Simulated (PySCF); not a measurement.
# A diatomic session: HI

One table from this session's results is given with a row withheld; the runs are named, their logs left out.

The runs use PySCF 2.14.0; H x2c-SVPall, I x2c-SVPall, spin-free X2C with a Gaussian nucleus.

The first run:

Settings of the job:

```
atoms                         : H, I
charge                        : 0
basis                         : H x2c-SVPall, I x2c-SVPall
Hamiltonian                   : spin-free X2C with a Gaussian nucleus
basis functions               : 41
electrons treated             : 54
masses in u                   : 1.0078, 126.9045
levels                        : PBE0, PBE, r²SCAN, r²SCANh, B2PLYP, BP86, HF, MP2, SCS-MP2, CCSD, CCSD(T)
grid                          : 80 radial by 434 angular points
occupations                   : held fixed by the projection of orbital angular momentum
dissociation limit            : H + I, each in its ground configuration
starting distance in angstrom : 1.630
values of 2S to try           : 0, 2
```

Started as:

```console
OMP_NUM_THREADS=1 python dia.py task.json out
```

Steps of the session up to this table: The job; The PBE0 curve of the state that the search chose; Higher solutions at PBE0; PBE; r²SCAN (meta-GGA); r²SCANh (hybrid meta-GGA); B2PLYP (double hybrid); BP86 (GGA); RHF (mean field); Adding correlation.

One table of the session follows, with a row left open; its other results are not shown here.

It belongs to the step «Constants by level of theory». 

| level | Re (Å) | ωe (cm⁻¹) | De (eV) |
| --- | --- | --- | --- |
| RHF | 1.600 | 2461 | 2.26 |
| RHF-MP2 | 1.602 | 2406 | 3.11 |
| RHF-SCS-MP2 | 1.606 | 2387 | 3.13 |
| RHF-CCSD | 1.609 | 2346 | 3.17 |
| RHF-CCSD(T) | 1.610 | 2334 | 3.20 |
| PBE | 1.628 | 2263 | 3.40 |
| BP86 | 1.630 | 2252 | 3.52 |
| r²SCAN | ? | ? | ? |
| r²SCANh | 1.612 | 2355 | 3.35 |
| PBE0 | 1.613 | 2351 | 3.33 |
| B2PLYP | 1.612 | 2347 | 3.28 |
| measured | 1.60916 | 2309.014 | n/a |

Estimate the missing values for r²SCAN.

The run gave: Re (Å): 1.616; ωe (cm⁻¹): 2332; De (eV): 3.37. In the column «Re (Å)» it lies between PBE0 (1.613) and PBE (1.628).

De is counted to H + I in their ground configurations.
